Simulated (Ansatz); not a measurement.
Task: a geometry optimisation of FH4NO2Si, SMILES N[Si](O)(O)F, with Ansatz 0.2.0, Python API. Give the script and its output. Level of theory: PBE0, def2-SVP basis, multiplicity 1.

```xyz
9

N    -0.7593    0.2966   -1.0169
Si    0.2656    0.0768    0.2174
O     0.8794   -1.3986   -0.0336
O    -0.5448    0.1636    1.5793
F     1.3927    1.1917    0.1588
H    -0.8500    1.3613   -1.1800
H    -0.3491   -0.0342   -1.8633
H     1.5979   -1.6433    0.6448
H    -1.5438   -0.0602    1.4764
```

`fh4no2si.py`:
```python
"""Geometry optimisation of FH4NO2Si."""

import logging
import sys

import ansatz as az
from ase import Atoms
import numpy as np

logging.basicConfig(stream=sys.stdout, format="[%(levelname)s] %(message)s")
log = logging.getLogger("run")
log.setLevel(logging.INFO)


def main() -> None:
    atoms = Atoms(["N", "Si", "O", "O", "F", "H", "H", "H", "H"], positions=[
        [-0.7593, 0.2966, -1.0169],
        [0.2656, 0.0768, 0.2174],
        [0.8794, -1.3986, -0.0336],
        [-0.5448, 0.1636, 1.5793],
        [1.3927, 1.1917, 0.1588],
        [-0.85, 1.3613, -1.18],
        [-0.3491, -0.0342, -1.8633],
        [1.5979, -1.6433, 0.6448],
        [-1.5438, -0.0602, 1.4764],
    ])
    geometry = az.Crystal.molecule_from_ase(atoms)

    model = geometry.calculation().basis(gaussian="def2-SVP").functional("pbe0")
    symbols = [site.symbol for site in geometry.cartesian_sites]
    start = np.array([site.position_ang for site in geometry.cartesian_sites], dtype=float)
    def progress(event):
        if event["event"] == "relax_step":
            row = event["data"]
            log.info(f"step {row['step']:3d}  E = {row['lagrangian_ev']:.6f} eV  max force {row['allowed_force_max_ev_ang']:.4f} eV/A")


    r = model.relax(force_tolerance=0.02, max_steps=100).session().plan().execute(on_event=progress).report
    end = np.array(r["positions_ang"])

    for key in ("converged", "free_energy_ev", "reference_energy_ev", "n_frozen", "n_occupied", "n_virtual"):
        log.info(f"{key:22s} {r[key]}")

    log.info("bond        before    after (A)")
    for i, j in [(0, 1), (0, 5), (0, 6), (1, 2), (1, 3), (1, 4), (2, 7), (3, 8)]:
        d0, d1 = (np.linalg.norm(xyz[i] - xyz[j]) for xyz in (start, end))
        print(f"{symbols[i]}{i}-{symbols[j]}{j}".ljust(10), f"{d0:8.4f} {d1:8.4f}")


if __name__ == "__main__":
    main()
```

```console
$ python fh4no2si.py
[INFO] step   1  E = -16227.213183 eV  max force 3.5927 eV/A
[INFO] step   2  E = -16227.805445 eV  max force 1.3430 eV/A
[INFO] step   3  E = -16227.955734 eV  max force 0.3658 eV/A
[INFO] step   4  E = -16227.983561 eV  max force 0.6277 eV/A
[INFO] step   5  E = -16227.989314 eV  max force 0.3614 eV/A
[INFO] step   6  E = -16227.996690 eV  max force 0.2694 eV/A
[INFO] step   7  E = -16227.984566 eV  max force 0.6522 eV/A
[INFO] step   8  E = -16228.005461 eV  max force 0.0928 eV/A
[INFO] step   9  E = -16228.007299 eV  max force 0.2003 eV/A
[INFO] step  10  E = -16228.009765 eV  max force 0.0942 eV/A
[INFO] step  11  E = -16228.010743 eV  max force 0.0911 eV/A
[INFO] step  12  E = -16228.011422 eV  max force 0.0358 eV/A
[INFO] step  13  E = -16228.011473 eV  max force 0.0056 eV/A
[INFO] converged              True
[INFO] free_energy_ev         -16228.011495401328
[INFO] reference_energy_ev    -16228.011495401328
[INFO] n_frozen               0
[INFO] n_occupied             [25, 25]
[INFO] n_virtual              [69, 69]
[INFO] bond        before    after (A)
N0-Si1       1.6193   1.6962
N0-H5        1.0809   1.0120
N0-H6        0.9970   1.0125
Si1-O2       1.6176   1.6470
Si1-O3       1.5872   1.6469
Si1-F4       1.5864   1.6202
O2-H7        1.0180   0.9616
O3-H8        1.0289   0.9612
```

Total energies depend on the basis set; only differences at equal settings carry meaning. The end point is the stationary point reached from this start; no frequency run checks that it is a minimum, and the basis set is modest. Hardware and time: 58 s on 1 thread of Arm Neoverse V1 (shared host), peak memory 0.26 GiB.

(Lines on the test bed's own set-up are left out of the output.)
